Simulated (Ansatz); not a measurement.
# LiSc12: the cost of one run

Program: Ansatz 0.2.0. Level of theory: DFT PBE, plane waves, PAW, scalar-relativistic, no spin polarisation. These are calculated values, not measurements.

### 1 The starting structure

The cell holds 13 atoms (LiSc12): a = 6.620 Å, b = 9.930 Å, c = 5.276 Å, α = 90.00°, β = 90.00°, γ = 120.00°.

As a file:

```
CELL_PARAMETERS angstrom
6.62000 0.00000 0.00000
-4.96500 8.59963 0.00000
0.00000 0.00000 5.27614
ATOMIC_POSITIONS crystal
Sc 0.00000 0.00000 0.00000
Sc 0.16667 0.22222 0.50000
Sc 0.00000 0.33333 0.00000
Sc 0.16667 0.55556 0.50000
Sc 0.00000 0.66667 0.00000
Sc 0.16667 0.88889 0.50000
Sc 0.50000 0.00000 0.00000
Sc 0.66667 0.22222 0.50000
Sc 0.50000 0.33333 0.00000
Sc 0.66667 0.55556 0.50000
Sc 0.50000 0.66667 0.00000
Sc 0.66667 0.88889 0.50000
Li 0.33311 0.44776 0.24841
```

### 2 Relaxing the start

File input.yaml:

```yaml
accuracy: low
crystal:
  lattice:
    - [6.62, 0.0, 0.0]
    - [-4.965, 8.599632, 0.0]
    - [0.0, 0.0, 5.27614]
  atoms:
    - { symbol: Sc, position: [0.0, 0.0, 0.0] }
    - { symbol: Sc, position: [0.1666667, 0.2222222, 0.5] }
    - { symbol: Sc, position: [0.0, 0.3333333, 0.0] }
    - { symbol: Sc, position: [0.1666667, 0.5555556, 0.5] }
    - { symbol: Sc, position: [0.0, 0.6666667, 0.0] }
    - { symbol: Sc, position: [0.1666667, 0.8888889, 0.5] }
    - { symbol: Sc, position: [0.5, 0.0, 0.0] }
    - { symbol: Sc, position: [0.6666667, 0.2222222, 0.5] }
    - { symbol: Sc, position: [0.5, 0.3333333, 0.0] }
    - { symbol: Sc, position: [0.6666667, 0.5555556, 0.5] }
    - { symbol: Sc, position: [0.5, 0.6666667, 0.0] }
    - { symbol: Sc, position: [0.6666667, 0.8888889, 0.5] }
    - { symbol: Li, position: [0.3331103, 0.4477596, 0.2484134] }
basis:
  ecutwfc: 420.0
kpoints:
  mp_grid: { grid: [2, 1, 2] }
hamiltonian:
  xc: pbe
scf:
  occupations: { method: fermi_dirac, width: 0.1 }
  lower_state_search: "off"
relax:
  f_tol: 0.08
  max_steps: 25
  adjacent_minimum: "off"
```

The run is started by

```bash
$ ansatz run input.yaml --threads 1 --pin off --max-ram 3072MiB --backend cpu --events-out ev --progress --plain --runs-dir out
```

What time and memory should one allow on 1 thread of Intel Xeon Platinum 8488C (Sapphire Rapids), shared host?

About 23 s, with a peak of 0.6 GiB.
